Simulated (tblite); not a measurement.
# Si28: the cost of one run

Programs: tblite 0.8.0 and PySCF 2.14.0, with routines of our own; each step states its level. All values are computed. Atoms count from 0.

## (1) The starting structure

28 atoms, charge 0, multiplicity 1; geometry from: force field, distance geometry or constructed start.

## (2) Relaxing the molecule with GFN1-xTB

What the job is given:

```
{"job": {"kind": "relax", "xc": "GFN1-xTB", "basis": "xTB"}, "charge": 0, "multiplicity": 1}
Si     2.170200    -0.589600    -2.854900
Si    -1.213700    -0.473400    -0.019500
Si     2.361400    -2.092900    -0.972800
Si    -0.921800     2.191600     2.993300
Si     1.417700     2.055100     3.225400
Si     0.978500    -0.023400    -0.865400
Si     2.471600     2.029700     0.909700
Si     0.006400    -0.200600     3.235500
Si     0.358300     0.962300     1.251800
Si    -2.778200    -1.005700    -1.690500
Si     0.759200     1.359200    -2.914900
Si     0.643200     2.445500    -0.735700
Si     0.012800    -2.452100    -0.689700
Si     2.767900     1.440400    -1.510000
Si    -1.501400     2.335300     0.580300
Si     2.382200     0.068800     2.513900
Si    -2.246000    -2.906500    -0.232300
Si    -1.481300    -2.923700    -2.517900
Si     0.511200     3.432600     1.479300
Si     3.124100    -0.199200     0.252300
Si    -1.334100     1.286800    -1.651400
Si    -2.113800     0.386800     2.042700
Si    -3.251500     0.900100    -0.189200
Si    -0.472100    -0.771200    -2.630600
Si     0.954300    -2.670900    -2.881000
Si    -1.244700    -1.933200     1.846900
Si    -3.439900    -1.221600     0.832200
Si     1.066900    -1.413300     1.201200
```

Started as:

```console
$ OMP_NUM_THREADS=4 python large_run.py task.json out
```

One launch serves the whole session: the jobs run in the order shown.

Q: Estimate the wall time and peak memory of this first job on 4 threads of Arm Neoverse V1, shared host.

About 30 s, with a peak of 0.17 GiB.
